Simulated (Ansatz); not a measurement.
**SrCaF4: the band gap up the ladder of functionals**

One table from this session's results is given with a row withheld; the runs are named, their logs left out.

Code: Ansatz 0.2.0. PAW datasets, plane waves. No spin polarisation and no zero-point or thermal motion; the cell was built from a prototype and may be hypothetical.

## The cell

The cell was relaxed beforehand with r2SCAN.

It is trigonal, R-3m (No. 166); conventional cell a = 3.979 Å, c = 19.409 Å, 14.78 Å³ an atom. Near Ca stand 8 F at 2.34–2.41 Å; near F stand 1 Ca at 2.34 Å and 3 Sr at 2.47 Å; near F stand 3 Ca at 2.41 Å and 1 Sr at 2.51 Å and 3 F at 2.72 Å; near Sr stand 8 F at 2.47–2.51 Å.

The structure in full:

```cif
data_structure
_symmetry_space_group_name_H-M 'R-3m:H'
_symmetry_Int_Tables_number 166
_cell_length_a 3.9788
_cell_length_b 3.9788
_cell_length_c 19.4091
_cell_angle_alpha 90.000
_cell_angle_beta 90.000
_cell_angle_gamma 120.000
_cell_volume 266.10
loop_
_atom_site_label
_atom_site_type_symbol
_atom_site_symmetry_multiplicity
_atom_site_Wyckoff_symbol
_atom_site_fract_x
_atom_site_fract_y
_atom_site_fract_z
_atom_site_occupancy
Ca1 Ca 3 a 0.00000 0.00000 0.00000 1
F1 F 6 c 0.00000 0.00000 0.12058 1
F2 F 6 c 0.33333 0.66667 0.03748 1
Sr1 Sr 3 b 0.33333 0.66667 0.16667 1
```

Set-up of the first run:

Contents of input.yaml:

```yaml
crystal:
  lattice:
    - [1.9894051019, 1.1485835711, 6.4696865096]
    - [-1.9894051019, 1.1485835711, 6.4696865096]
    - [0.0, -2.2971671422, 6.4696865096]
  atoms:
    - { symbol: Ca, position: [0.0, 0.0, 0.0] }
    - { symbol: F, position: [0.1205806911, 0.1205806911, 0.1205806911] }
    - { symbol: F, position: [0.3708086551, 0.3708086551, 0.3708086551] }
    - { symbol: Sr, position: [0.5, 0.5, 0.5] }
    - { symbol: F, position: [0.6291913449, 0.6291913449, 0.6291913449] }
    - { symbol: F, position: [0.8794193089, 0.8794193089, 0.8794193089] }
kpoints:
  mp_grid: { grid: [8, 8, 8] }
  band_path:
    path:
      - [[0.0, 0.0, 0.0], [0.5, 0.5, 0.5], [0.8123213297438, 0.1876786702562, 0.5]]
      - [[0.5, -0.1876786702562, 0.1876786702562], [0.5, 1.666511987599e-16, 5.642973528196e-18], [0.0, 0.0, 0.0], [0.3438393351281, -0.3438393351281, -1.42897164693e-17]]
      - [[0.6561606648719, -2.574500679934e-17, 0.3438393351281], [0.5, -1.825610545732e-16, 0.5], [0.0, 0.0, 0.0]]
    npoints: 10
hamiltonian:
  xc: pbe
scf:
  occupations: { method: fermi_dirac, width: 0.02 }
  n_extra_bands: 5
output:
  forces: true
  stress: true
  eigenvalues: true
```

On the command line:

```bash
$ ansatz run input.yaml --threads 2 --pin off --max-ram 18432MiB --backend cpu --events-out ev --progress --plain --runs-dir out
```

Steps of the session up to this table: PBE bands along the symmetry lines; r2SCAN at the same geometry; Single point with HSE06; Single point with PBE+SOC; Single point with PBE0.

One table of the session follows, with a row left open; its other results are not shown here.

```
  level  gap (eV)
    PBE      6.99
 r2SCAN         ?
  HSE06      9.04
PBE+SOC      6.99
   PBE0      9.81
```

Q: Estimate the row for r2SCAN from the others.

The run gave: gap (eV): 7.62. In the column «gap (eV)» it lies between PBE+SOC (6.99) and HSE06 (9.04).

Meshes: PBE 8×8×8, r2SCAN 8×8×8, HSE06 4×4×4, PBE+SOC 8×8×8, PBE0 4×4×4

What this shows: The gap runs from 6.99 eV (PBE+SOC) to 9.81 eV (PBE0). Against HSE06, PBE is short by 2.05 eV, at 77 % of it, and r2SCAN 84 %. PBE0 lies 0.77 eV above HSE06, which differs from it by screening the long-range exchange.

To keep in mind: Warnings in the runs' records: stress scf threshold loose, stress exchange threshold loose.
